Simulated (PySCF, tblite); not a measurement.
**C₂H₁₂FNSi₃: geometry, infrared bands and NMR shifts**

Wanted: the infrared bands and NMR shifts of C₂H₁₂FNSi₃ (`F[SiH2]N[SiH2]CC[SiH3]`), by calculation.

The runs use tblite 0.8.0 and PySCF 2.14.0, with density-fitted response routines of our own; the level of theory stands in each step. All values are computed, except where a source is named. Atoms are numbered from 0 throughout.

## (1) The starting structure

19 atoms, charge 0, multiplicity 1; geometry from: force field or distance geometry start.

Bonds of the start (Å): F0–Si1 1.67, Si1–N2 1.80, N2–Si3 1.77, Si3–C4 1.88, C4–C5 1.51, C5–Si6 1.85, Si1–H7 1.47, Si1–H8 1.48, N2–H9 1.05, Si3–H10 1.45, Si3–H11 1.50, C4–H12 1.11, C4–H13 1.09, C5–H14 1.12, C5–H15 1.12, Si6–H16 1.47, Si6–H17 1.49, Si6–H18 1.47.

## (2) Geometry optimisation with GFN2-xTB

What the job is given:

```
{"job": {"kind": "relax", "xc": "GFN2-xTB", "basis": "xTB"}, "charge": 0, "multiplicity": 1}
F     -4.543300     0.627100    -0.926300
Si    -3.788100    -0.303800     0.232300
N     -2.165100    -0.786900    -0.390500
Si    -0.860100     0.227900     0.242900
C      0.838300    -0.436300    -0.196300
C      1.796300     0.592300     0.356300
Si     3.581900     0.203500     0.050600
H     -3.642500     0.485700     1.464000
H     -4.647400    -1.491700     0.452900
H     -1.959500    -1.783700    -0.147200
H     -0.908000     1.602700    -0.220000
H     -0.875600     0.263400     1.739200
H      0.848200    -0.480700    -1.304500
H      0.966600    -1.416400     0.266400
H      1.573500     0.666600     1.447700
H      1.545500     1.578800    -0.114200
H      4.115200     1.105200    -0.978900
H      4.299300     0.571900     1.299300
H      3.815100    -1.216500    -0.250800
```

Command:

```sh
OMP_NUM_THREADS=1 python probes_run.py task.json out
```

One launch serves the whole session: the jobs run in the order shown.

**Question.** This job is followed by: GFN2-xTB harmonic vibrations, gas phase; GIAO PBE0/pcSseg-1 NMR shielding, non-relativistic, gas phase. What will the session give for the following? strongest single infrared mode (GFN2-xTB); zero-point energy (GFN2-xTB); ¹³C shifts against TMS (PBE0/pcSseg-1); ¹H shifts against TMS (PBE0/pcSseg-1, means over atoms taken as alike); ¹⁹F shifts against CFCl3 (PBE0/pcSseg-1); ²⁹Si shifts against TMS (PBE0/pcSseg-1); ¹⁵N shifts against NH3 (PBE0/pcSseg-1); surface potential, 1st and 99th percentile.

As calculated:

| quantity | value |
| --- | --- |
| strongest single infrared mode (GFN2-xTB) | 2246 cm⁻¹, 553 km/mol |
| zero-point energy (GFN2-xTB) | 81.6 kcal/mol |
| ¹³C shifts against TMS (PBE0/pcSseg-1) | 11.8, 2.9 ppm |
| ¹H shifts against TMS (PBE0/pcSseg-1, means over atoms taken as alike) | 5.29, 4.90, 3.90, 0.84, 0.69, -0.66 ppm |
| ¹⁹F shifts against CFCl3 (PBE0/pcSseg-1) | -203.0 ppm |
| ²⁹Si shifts against TMS (PBE0/pcSseg-1) | -13.3, -31.7, -65.9 ppm |
| ¹⁵N shifts against NH3 (PBE0/pcSseg-1) | 19.8 ppm |
| surface potential, 1st and 99th percentile | -1.15 V and 1.85 V |

In words: The optimisation took 200 steps and gained 0.740 eV; among the close pairs (by a distance rule), Si1–N2 changed most, from 1.804 to 1.718 Å. No mode is imaginary among the 51: a minimum at this level. Unscaled tight-binding wavenumbers are off by several per cent, some by more. Its intensities can rank the bands wrongly. At PBE0/pcSseg-1: Shielding is most anisotropic at N2 (span 93 ppm, paramagnetic term -79 ppm).
